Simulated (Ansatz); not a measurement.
**C₂H₇GaO: how energies converge with the basis set**

One table from this session's results is given with a row withheld; the runs are named, their logs left out.

Method: one geometry, several basis sets; program: Ansatz 0.2.0, Gaussian basis.

Plan: PBE0-D4/def2-SVP; ωB97M-V/def2-SVP; PBE0-D4/def2-QZVPP; ωB97M-V/def2-QZVPP; the functionals' def2-TZVPP values are taken from earlier runs.

## Structure used throughout

The geometry comes from an earlier relaxation with PBE0-D4 in a triple-zeta def2 set; it is a stationary point, not always the lowest conformer.

SMILES `CO[CH2][GaH2]`, 11 atoms, charge 0, spin multiplicity 1.

Atoms are counted from 1 here; the program's logs count them from 0.

Bond lengths: C1–O2 1.403 Å, C1–H5 1.091 Å, C1–H6 1.099 Å, C1–H7 1.099 Å, O2–C3 1.420 Å, C3–Ga4 1.992 Å, C3–H8 1.099 Å, C3–H9 1.099 Å, Ga4–H10 1.571 Å, Ga4–H11 1.571 Å. Angles: O2–C1–H5 107.8°, O2–C1–H6 111.1°, O2–C1–H7 111.1°, H5–C1–H6 109.1°, H5–C1–H7 109.1°, H6–C1–H7 108.5°, C1–O2–C3 113.1°, O2–C3–Ga4 99.8°, O2–C3–H8 110.7°, O2–C3–H9 110.7°, Ga4–C3–H8 113.9°, Ga4–C3–H9 113.9°, H8–C3–H9 107.8°, C3–Ga4–H10 119.6°, C3–Ga4–H11 119.9°, H10–Ga4–H11 120.3°.

The first run:

in.yaml

```yaml
crystal:
  periodic: [false, false, false]
  atoms:
    - {symbol: C, position_ang: [-0.666951, 1.688763, 0.083166]}
    - {symbol: O, position_ang: [-0.527248, 0.352366, -0.319307]}
    - {symbol: C, position_ang: [0.535869, -0.318939, 0.339630]}
    - {symbol: Ga, position_ang: [0.374743, -2.116579, -0.503706]}
    - {symbol: H, position_ang: [-1.500644, 2.119704, -0.473043]}
    - {symbol: H, position_ang: [-0.877425, 1.758270, 1.159133]}
    - {symbol: H, position_ang: [0.244261, 2.263741, -0.131011]}
    - {symbol: H, position_ang: [0.377944, -0.321626, 1.427316]}
    - {symbol: H, position_ang: [1.493802, 0.181972, 0.140759]}
    - {symbol: H, position_ang: [1.085911, -2.395671, -1.876503]}
    - {symbol: H, position_ang: [-0.540252, -3.212001, 0.153557]}
basis:
  gaussian: {orbitals: def2-SVP}
hamiltonian: {xc: pbe0, dispersion: d4}
output: {orbitals: {seedname: orbitals}}
```

The run is started by

```
> ansatz run in.yaml --threads 4 --pin off --events-out ev --progress --plain --max-ram 10444MiB
```

Steps of the session up to this table: PBE0-D4 in def2-SVP; ωB97M-V in def2-SVP; PBE0-D4 in def2-QZVPP; ωB97M-V in def2-QZVPP.

One table of the session follows, with a row left open; its other results are not shown here.

It belongs to the step «Functionals by basis». 

| functional | basis | HOMO (eV) | LUMO (eV) |
| --- | --- | --- | --- |
| PBE0-D4 | def2-SVP | ? | ? |
| PBE0-D4 | def2-TZVPP | -7.56 | -1.44 |
| PBE0-D4 | def2-QZVPP | -7.59 | -1.48 |
| ωB97M-V | def2-SVP | -9.78 | 0.37 |
| ωB97M-V | def2-TZVPP | -9.85 | 0.26 |
| ωB97M-V | def2-QZVPP | -9.86 | 0.07 |

Estimate the missing values for PBE0-D4, def2-SVP.

As computed: HOMO (eV): -7.42; LUMO (eV): -1.36. In the column «HOMO (eV)» it is the highest.
